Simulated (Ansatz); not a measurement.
This script makes a test of scalar relativity of CH₂Br, SMILES [CH2]Br with Ansatz's Python interface.

The script reads `ch2br.xyz`:
```text
4

C     0.01600   -0.23020   -0.10070
Br    0.18010    1.37300    0.83700
H    -0.37000   -0.10000   -1.15880
H     0.22950   -1.10300    0.40210
```

Script `x2c_ch2br.py`:
```python
"""Scalar relativity in CH2Br."""

import ansatz as az
import numpy as np


def main() -> None:
    mol = az.Crystal.molecule_from_extxyz("ch2br.xyz")

    job = (
        mol.calculation()
        .functional("hf")
        .spin("collinear", total=1)
        .forces()
    )
    # a set contracted for a scalar-relativistic Hamiltonian goes with the relativistic run
    sets = {"none": "cc-pVTZ", "scalar": "cc-pVTZ-DK"}
    found = {kind: job.basis(gaussian=basis).pseudopotentials(relativity=kind).run().report for kind, basis in sets.items()}
    for kind, each in found.items():
        dipole = 4.803205 * np.linalg.norm(each["charge_distribution"]["dipole_moment_e_ang"])
        print(f"{kind:7s} E = {each['free_energy_ev']:.4f} eV  dipole {dipole:.3f} D  largest force component {np.abs(each['forces_ev_ang']).max():.4f} eV/A")
    print(f"relativity lowers the total energy by {found['none']['free_energy_ev'] - found['scalar']['free_energy_ev']:.3f} eV")


if __name__ == "__main__":
    main()
```

What does scalar relativity change in the total energy and in the dipole?

The total moves by -870.8 eV, nearly all in the cores, and the dipole from 1.48 to 1.43 D.

The run itself:

Output of `python x2c_ch2br.py`:
```text
none    E = -71061.2822 eV  dipole 1.480 D  largest force component 2.8081 eV/A
scalar  E = -71932.0833 eV  dipole 1.432 D  largest force component 2.8019 eV/A
relativity lowers the total energy by 870.801 eV
```

Reading the output:
- Total energies depend on the basis set; only differences at equal settings carry meaning.
- The geometry is a force-field or estimated start, not a minimum of this method. The basis set changes with the Hamiltonian (a set recontracted for scalar relativity), and most of the change in the total lies in the cores.
- The species is open-shell (spin multiplicity 2).
- Timing: 3.8 s on 1 thread of Arm Neoverse V2, on a shared host, peak memory 0.26 GiB.
